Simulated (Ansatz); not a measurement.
# NbSi (Fm-3m) in Ansatz: further runs

Runs on NbSi. Level: PBE. Tasks: density of states, electric field gradients.

Program: Ansatz 0.2.0. These are calculated values, not measurements. Logs are shortened: lines on timing, memory, paths and dates and some standing lists are left out, and cuts for length are marked.

**1. Starting point**

The structure is cubic, space group Fm-3m (No. 225). Conventional cell: a = 5.148 Å, b = 5.148 Å, c = 5.148 Å, α = 90.00°, β = 90.00°, γ = 90.00°. Nb (site symmetry m-3m) is surrounded by 6 Si at 2.57 Å. Si (site symmetry m-3m) is surrounded by 6 Nb at 2.57 Å.

The cell was built by a generator and needn't be a form met in nature.

**2. Density of states, PBE**

Contents of input.yaml:

```yaml
crystal:
  lattice:
    - [0.0, 2.57383, 2.57383]
    - [2.57383, 0.0, 2.57383]
    - [2.57383, 2.57383, 0.0]
  atoms:
    - { symbol: Nb, position: [0.0, 0.0, 0.0] }
    - { symbol: Si, position: [0.5, 0.5, 0.5] }
kpoints:
  mp_grid: { grid: [9, 9, 9] }
scf:
  occupations: { method: fermi_dirac, width: 0.05 }
hamiltonian:
  xc: pbe
  pseudopotentials: { kind: all_electron, datasets: crystal }
output:
  forces: true
  stress: true
  eigenvalues: true
  dos: { projected: false, de: 0.1, e_range: [-14, 6] }
```

Potentials or basis: all-electron PAW datasets made for the crystal.

On the command line:

```console
$ ansatz run input.yaml --threads 1 --pin off --max-ram 3072MiB --backend cpu --events-out ev --progress --plain --runs-dir out
```

Output:

```text
Warning: RAYON_NUM_THREADS=1 ignored (pool sized by the plan → 1); use --threads N
hamiltonian.pseudopotentials.datasets: crystal makes datasets for this crystal and solves the spheres of its atoms anew in each pass: cutoff 240.0 eV, the density's 960.0 eV; for an error of 0.50 meV an atom under PBE, 1.0 meV for the cell; an energy difference from a run of another recipe may be off by several times the error for the cell, under r2SCAN by more, where some 0.1 meV an atom stays at smaller errors; Si in spheres of 1.196 Å, 4 of its electrons in bands, 8 on its site; Nb in spheres of 1.376 Å, 13 of its electrons in bands; only band paths and densities of states list, in semicore columns, the levels of the semicore shells that are solved separately: 2s of Si, 2p of Si
band count auto-derived: 15 (N_el = 17.0; filled up to band 9; 13 by the electrons, moments and atoms)
Engine: ansatz 0.2.0, aarch64-unknown-linux-gnu
Pseudopotentials: kind: all_electron
Pseudopotential: Nb, paw, valence charge 13, recommended cutoff 240 eV (normal), crystal/all_electron/pbe/scalar/gaussian/Nb, Koelling and Harmon's equation, gaussian nucleus
Pseudopotential: Si, paw, valence charge 12, recommended cutoff 240 eV (normal), crystal/all_electron/pbe/scalar/gaussian/Si, Koelling and Harmon's equation, gaussian nucleus
Functional definition: PBE
  parameter kappa = 0.804
  parameter beta = 0.06672455060314922
  exchange = pbe_x(kappa = kappa, mu = beta*pi^2/3)
  correlation = pbe_c(beta = beta)
Crystal: 2 atoms, lattice volume = 34.101 Å³
Basis set: ecut = 240 eV, 283 PW (Γ), exchange–correlation on 40×40×40 points (8 copies of the dense FFT grid, shifted against one another)
Bands: 15, of which v1, the nominal top of the filled ones, is band 9 counted from 1 (8 counted from 0)
Symmetry: 48 space group operations
Space group: Fm-3m (ITA 225), of the structure as read, at distance tolerance 3.2e-5 Å
k-points: 35 of 729
Non-local potential: Nb, projectors of the file, l = 0: 2, l = 1: 2, l = 2: 2
Non-local potential: Si, projectors of the file, l = 0: 1, l = 1: 1
PAW form: soft (Blöchl's): semilocal exchange-correlation on the pseudo side does not see the compensation charge
PAW one-centre angular grid: Nb, 590 points (default); XC on its mesh's 1889 points in the sphere
PAW one-centre angular grid: Si, 110 points (default); XC on its mesh's 1955 points in the sphere
Initial density: superposition of atomic densities (neutral atoms: chi_scale 0, normalization atom)
Initial wavefunctions: pseudopotential atomic-orbital guess
Functional: x = pbe(κ = 0.804, μ = 0.2195149727645171), c = pbe(β = 0.06672455060314922)
iter 1 solved again at ethr=3.09e-2 eV; its pass at ethr=1.00e-1 eV (dr2=5.25e0 eV) is discarded
SCF iter   1: F=—  HF=-111839.797522 eV  |F-HF|=—  |Δ(HF+E_count)|=         —  Δρ=9.74e-2  dr2=5.45e0  ethr=3.09e-2  ⟨swp⟩=2.1  Hψ=2943  notcnv=0
preconditioner: auto → none  [insulator: Δε(μ)=0.117 eV  Ē_g=9.191 eV  σ=0.050 eV  W_gap=0.52  n_scr=8 (ndim 8)  ℏωp=19.1 eV  f_vac=0.000  D(μ)=1.47/eV (n_scr^D=14)  ε∞_Penn≈5.3]
SCF iter   2: F=—  HF=-111838.879328 eV  |F-HF|=—  |Δ(HF+E_count)|=   9.18e-1  Δρ=6.03e-2  dr2=1.86e0  ethr=3.09e-2  ⟨swp⟩=3.3  Hψ=1412  notcnv=0
iter 3 solved again at ethr=2.86e-4 eV; its pass at ethr=1.09e-2 eV (dr2=4.85e-2 eV) is discarded
SCF iter   3: F=—  HF=-111838.453865 eV  |F-HF|=—  |Δ(HF+E_count)|=   4.25e-1  Δρ=1.39e-2  dr2=5.03e-2  ethr=2.86e-4  ⟨swp⟩=2.3  Hψ=2609  notcnv=0  defer=5
SCF iter   4: F=—  HF=-111838.458460 eV  |F-HF|=—  |Δ(HF+E_count)|=   4.59e-3  Δρ=4.89e-3  dr2=1.16e-2  ethr=2.86e-4  ⟨swp⟩=3.1  Hψ=1211  notcnv=0  defer=1
SCF iter   5: F=—  HF=-111838.457102 eV  |F-HF|=—  |Δ(HF+E_count)|=   1.36e-3  Δρ=1.86e-3  dr2=1.76e-3  ethr=6.82e-5  ⟨swp⟩=2.1  Hψ=935  notcnv=0  defer=2
SCF iter   6: F=—  HF=-111838.456801 eV  |F-HF|=—  |Δ(HF+E_count)|=   3.01e-4  Δρ=5.75e-4  dr2=1.57e-4  ethr=1.04e-5  ⟨swp⟩=2.1  Hψ=1270  notcnv=0  defer=1
SCF iter   7: F=—  HF=-111838.456774 eV  |F-HF|=—  |Δ(HF+E_count)|=   2.71e-5  Δρ=3.76e-5  dr2=4.75e-7  ethr=9.24e-7  ⟨swp⟩=2.7  Hψ=895  notcnv=0  defer=1
SCF iter   8: F=—  HF=-111838.456774 eV  |F-HF|=—  |Δ(HF+E_count)|=   5.13e-7  Δρ=3.83e-5  dr2=6.55e-7  ethr=2.79e-9  ⟨swp⟩=3.9  Hψ=1182  notcnv=0
SCF iter   9: F=—  HF=-111838.456774 eV  |F-HF|=—  |Δ(HF+E_count)|=   1.06e-7  Δρ=1.27e-5  dr2=8.08e-8  ethr=2.79e-9  ⟨swp⟩=2.3  Hψ=856  notcnv=0  defer=1
SCF iter  10: F=-111838.456774 eV  HF=-111838.456774 eV  |F-HF|=3.78e-10  |Δ(HF+E_count)|=   1.54e-8  Δρ=1.16e-6  dr2=5.43e-10  ethr=4.75e-10  ⟨swp⟩=2.8  Hψ=910  notcnv=0
SCF 1 converged in 10 iterations: F = -111838.456774 eV  dr2 = 5.43e-10
  Residual-converged pass: ⟨swp⟩=3.0  Hψ=1014  notcnv=0  max |occ|·‖R‖ = 4.6e-6 eV (tolerance 5.3e-6 eV)  dr2=5.08e-10  dr2_onsite=3.22e-10  max |Δocc| = 9.8e-10
SCF converged after 10 iterations
Free energy (F): -111838.456774 eV
Harris-Foulkes:  -111838.456774 eV  (|F-HF|=3.78e-10)
Internal energy: -111838.446560 eV  (E = F + TS)
E sigma→0 (E₀):  -111838.451667 eV
Entropy (-TS):   -0.010214 eV (-5.107 meV/atom)
Past the cutoff: the bands carry plane waves up to 1.75 times it, of which those up to 1.5 times it add -0.000271 eV an atom, each by itself; the spheres take 0.000157 eV an atom off the energy for waves past 1.75 times it
By the cutoff:   a pressure is off by up to 0.006 GPa (1.2 times the spheres' own share and the shells' term, over an atom's volume, and 0.004 GPa: a bound that held against runs at twice the plane waves)
Past the cutoffs: a stress includes 0.0010 GPa for waves and charges beyond them, in addition to the slope of what the spheres take
In the spheres:  the bands' charges fall short by 3.9e-7 e at most (sound up to 1e-3), those of shells solved beside the bands by 7.1e-9 e (sound up to 5e-4)
Fermi energy:    15.795459 eV
--- Per-component energies (eV) ---
  E_band       = -66.097048
  E_kinetic    = 228.410124
  E_local      = -1365.298142  (includes V_loc(G=0)·N_el)
  E_nonlocal   = 106.334406
  E_hartree    = 680.727883
  E_xc         = -117.238225
  E_vxc        = -151.967420  (∫ρ·V_xc dr)
  E_paw        = -114335.040443  (= ΣΔE_a)
  E_vpaw       = -5691.392626  (= ΣTr[D̂ρ^β])
  E_ewald      = -2482.702135
  E_smearing   = -0.010214  (= −TS)
  E_closure    = 5446.359972  (closes the sum)
  Σ components = -111838.456774   (vs F -111838.456774, Δ=0.00e0)
  The terms above E_closure are by the made datasets' own strengths, without shells solved beside the bands.
--- Forces (eV/Å), atoms counted from 1 ---
  atom   1  Nb    -0.00000000     0.00000000     0.00000000
  atom   2  Si     0.00000000    -0.00000000    -0.00000000
  max |Σ_I F_I| component: 3.18e-29 eV/Å
--- Stress (GPa, compression-positive) ---
       -0.049199       0.000000      -0.000000
       -0.000000      -0.049199       0.000000
        0.000000       0.000000      -0.049199
  P = ⅓ Tr σ = -0.0492 GPa (-0.492 kbar)
  It holds what live shells' own plane waves past their cutoff add
--- Band table (eV; the first three rows and the last of 35) ---
  k-point 0: bands = ["-39.4527", "-15.4778", "-15.4778", "-15.4778", "5.1529", "14.5717", "14.5717", "14.5717", "15.1069", "15.1069", "18.2283", "18.2283", "18.2283"]
  k-point 1: bands = ["-39.4507", "-15.5029", "-15.4810", "-15.4810", "5.3885", "14.1399", "14.4305", "14.4305", "14.9378", "14.9378", "17.9904", "19.0140", "19.0140"]
  k-point 2: bands = ["-39.4456", "-15.5658", "-15.4889", "-15.4889", "6.0649", "13.0348", "13.6537", "13.6537", "15.4487", "15.4487", "17.6878", "20.6298", "20.6298"]
  k-point 34: bands = ["-39.4307", "-15.6215", "-15.5958", "-15.5504", "8.0035", "11.9467", "12.3263", "12.9912", "16.9780", "17.2477", "18.0637", "18.0754", "19.7641"]
```

Wall time 3.8 s (1 thread of Arm Neoverse V2, shared host); peak memory 0.38 GiB.

What came out:

| Item | Value |
| --- | --- |
| Free energy | -111838.4568 eV |
| Pressure | 0.0 GPa |
| Band gap on the k mesh | none (metal or under the smearing width) |

Levels at points of the mesh, in eV from the Fermi level:
| k point | band 6 | band 7 | band 8 | band 9 | band 10 | band 11 | band 12 | band 13 |
| --- | --- | --- | --- | --- | --- | --- | --- | --- |
| (0.00, 0.00, 0.00) | -1.22 | -1.22 | -1.22 | -0.69 | -0.69 | 2.43 | 2.43 | 2.43 |

States per cell in windows of 1 eV (zero at the Fermi level; states under -8 eV left out):
```csv
from (eV),total
-8.0,0.95
-7.0,0.00
-6.0,0.17
-5.0,1.01
-4.0,2.02
-3.0,2.14
-2.0,0.64
-1.0,0.84
0.0,1.68
1.0,1.53
2.0,2.30
3.0,1.17
4.0,1.03
5.0,0.97
```

Caveat: the program warned that the printed levels may be off, so bands, gaps and densities of states are rough; the density of states is complete only up to the lowest level of the last band computed.

**3. Electric field gradients, PBE**

input.yaml: that of step 2 with these lines changed.

```diff
@@ -19,2 +19,4 @@
   eigenvalues: true
-  dos: { projected: false, de: 0.1, e_range: [-14, 6] }
+  efg: {}
+  elf: true
+  volumetric_format: npy
```

Potentials or basis: all-electron PAW datasets made for the crystal.

On the command line:

```console
$ ansatz run input.yaml --threads 1 --pin off --max-ram 3072MiB --backend cpu --events-out ev --progress --plain --runs-dir out
```

Output:

```text
Warning: RAYON_NUM_THREADS=1 ignored (pool sized by the plan → 1); use --threads N
hamiltonian.pseudopotentials.datasets: crystal makes datasets for this crystal and solves the spheres of its atoms anew in each pass: cutoff 240.0 eV, the density's 960.0 eV; for an error of 0.50 meV an atom under PBE, 1.0 meV for the cell; an energy difference from a run of another recipe may be off by several times the error for the cell, under r2SCAN by more, where some 0.1 meV an atom stays at smaller errors; Si in spheres of 1.196 Å, 4 of its electrons in bands, 8 on its site; Nb in spheres of 1.376 Å, 13 of its electrons in bands; only band paths and densities of states list, in semicore columns, the levels of the semicore shells that are solved separately: 2s of Si, 2p of Si
band count auto-derived: 15 (N_el = 17.0; filled up to band 9; 13 by the electrons, moments and atoms)
Nb: output.efg is read without spin–orbit coupling, which moves field gradients at and beside such atoms by some per cent and up to a factor of two; PAW files take it under magnetization.noncollinear and magnetization.spin_orbit
[... 3 set-up lines as earlier in the session ...]
[... 72 lines left out ...]
--- PAW observables at the nuclei: V_zz in 10²¹ V/m², potentials from the cell's mean, atoms counted from 1 ---
  atom   1  Nb V_zz =    +0.000000   η = 0.0000   by run symmetry: forbidden
            electrostatic potential = -6139.708909 V   contact ρ = 540957.454454 e/Å³
  atom   2  Si V_zz =    -0.000000   η = 0.0000   by run symmetry: forbidden
            electrostatic potential = -1366.776409 V   contact ρ = 12821.631366 e/Å³
--- Band table (eV; the first three rows and the last of 35) ---
  k-point 0: bands = ["-39.4527", "-15.4778", "-15.4778", "-15.4778", "5.1529", "14.5717", "14.5717", "14.5717", "15.1069", "15.1069", "18.2283", "18.2283", "18.2283"]
  k-point 1: bands = ["-39.4507", "-15.5029", "-15.4810", "-15.4810", "5.3885", "14.1399", "14.4305", "14.4305", "14.9378", "14.9378", "17.9904", "19.0140", "19.0140"]
  k-point 2: bands = ["-39.4456", "-15.5658", "-15.4889", "-15.4889", "6.0649", "13.0348", "13.6537", "13.6537", "15.4487", "15.4487", "17.6878", "20.6298", "20.6298"]
  k-point 34: bands = ["-39.4307", "-15.6215", "-15.5958", "-15.5504", "8.0035", "11.9467", "12.3263", "12.9912", "16.9780", "17.2477", "18.0637", "18.0754", "19.7641"]
```

Wall time 3.7 s (1 thread of Arm Neoverse V2, shared host); peak memory 0.39 GiB.

Results:

* Free energy: -111838.4568 eV
* Pressure: 0.0 GPa
* Band gap on the k mesh: none (metal or under the smearing width)

**4. Density of states, PBE**

input.yaml: that of step 3 with these lines changed.

```diff
@@ -19,4 +19,2 @@
   eigenvalues: true
-  efg: {}
-  elf: true
-  volumetric_format: npy
+  dos: { projected: false, de: 0.1, e_range: [-10, 6] }
```

Potentials or basis: all-electron PAW datasets made for the crystal.

On the command line:

```console
$ ansatz run input.yaml --threads 1 --pin off --max-ram 3072MiB --backend cpu --events-out ev --progress --plain --runs-dir out
```

Output:

```text
Warning: RAYON_NUM_THREADS=1 ignored (pool sized by the plan → 1); use --threads N
hamiltonian.pseudopotentials.datasets: crystal makes datasets for this crystal and solves the spheres of its atoms anew in each pass: cutoff 240.0 eV, the density's 960.0 eV; for an error of 0.50 meV an atom under PBE, 1.0 meV for the cell; an energy difference from a run of another recipe may be off by several times the error for the cell, under r2SCAN by more, where some 0.1 meV an atom stays at smaller errors; Si in spheres of 1.196 Å, 4 of its electrons in bands, 8 on its site; Nb in spheres of 1.376 Å, 13 of its electrons in bands; only band paths and densities of states list, in semicore columns, the levels of the semicore shells that are solved separately: 2s of Si, 2p of Si
band count auto-derived: 15 (N_el = 17.0; filled up to band 9; 13 by the electrons, moments and atoms)
[... 9 set-up lines as earlier in the session ...]
Crystal: 2 atoms, lattice volume = 34.101 Å³
Basis set: ecut = 240 eV, 283 PW (Γ), exchange–correlation on 40×40×40 points (8 copies of the dense FFT grid, shifted against one another)
Bands: 15, of which v1, the nominal top of the filled ones, is band 9 counted from 1 (8 counted from 0)
[... 2 set-up lines as earlier in the session ...]
k-points: 35 of 729
[... 5 set-up lines as earlier in the session ...]
[... 30 lines left out ...]
--- Per-component energies (eV) ---
  E_band       = -66.097048
  E_kinetic    = 228.410124
  E_local      = -1365.298142  (includes V_loc(G=0)·N_el)
  E_nonlocal   = 106.334406
  E_hartree    = 680.727883
  E_xc         = -117.238225
  E_vxc        = -151.967420  (∫ρ·V_xc dr)
  E_paw        = -114335.040443  (= ΣΔE_a)
  E_vpaw       = -5691.392626  (= ΣTr[D̂ρ^β])
  E_ewald      = -2482.702135
  E_smearing   = -0.010214  (= −TS)
  E_closure    = 5446.359972  (closes the sum)
  Σ components = -111838.456774   (vs F -111838.456774, Δ=0.00e0)
  The terms above E_closure are by the made datasets' own strengths, without shells solved beside the bands.
--- Forces (eV/Å), atoms counted from 1 ---
  atom   1  Nb    -0.00000000     0.00000000     0.00000000
  atom   2  Si     0.00000000    -0.00000000    -0.00000000
  max |Σ_I F_I| component: 3.18e-29 eV/Å
--- Stress (GPa, compression-positive) ---
       -0.049199       0.000000      -0.000000
       -0.000000      -0.049199       0.000000
        0.000000       0.000000      -0.049199
  P = ⅓ Tr σ = -0.0492 GPa (-0.492 kbar)
  It holds what live shells' own plane waves past their cutoff add
--- Band table (eV; the first three rows and the last of 35) ---
  k-point 0: bands = ["-39.4527", "-15.4778", "-15.4778", "-15.4778", "5.1529", "14.5717", "14.5717", "14.5717", "15.1069", "15.1069", "18.2283", "18.2283", "18.2283"]
  k-point 1: bands = ["-39.4507", "-15.5029", "-15.4810", "-15.4810", "5.3885", "14.1399", "14.4305", "14.4305", "14.9378", "14.9378", "17.9904", "19.0140", "19.0140"]
  k-point 2: bands = ["-39.4456", "-15.5658", "-15.4889", "-15.4889", "6.0649", "13.0348", "13.6537", "13.6537", "15.4487", "15.4487", "17.6878", "20.6298", "20.6298"]
  k-point 34: bands = ["-39.4307", "-15.6215", "-15.5958", "-15.5504", "8.0035", "11.9467", "12.3263", "12.9912", "16.9780", "17.2477", "18.0637", "18.0754", "19.7641"]
```

Wall time 3.8 s (1 thread of Arm Neoverse V2, shared host); peak memory 0.38 GiB.

What came out:

```
Free energy            : -111838.4568 eV
Pressure               : 0.0 GPa
Band gap on the k mesh : none (metal or under the smearing width)
```

States per cell in windows of 0.5 eV (zero at the Fermi level; states under -8 eV left out):
```csv
from (eV),total
-8.0,0.87
-7.5,0.08
-7.0,0.00
-6.5,0.00
-6.0,0.02
-5.5,0.15
-5.0,0.40
-4.5,0.60
-4.0,0.55
-3.5,1.47
-3.0,1.34
-2.5,0.80
-2.0,0.43
-1.5,0.21
-1.0,0.31
-0.5,0.53
0.0,0.73
0.5,0.94
1.0,1.16
1.5,0.37
2.0,1.55
2.5,0.76
3.0,0.51
3.5,0.66
4.0,0.51
4.5,0.52
5.0,0.46
5.5,0.50
```

Caveat: the program warned that the printed levels may be off, so bands, gaps and densities of states are rough; the density of states is complete only up to the lowest level of the last band computed.
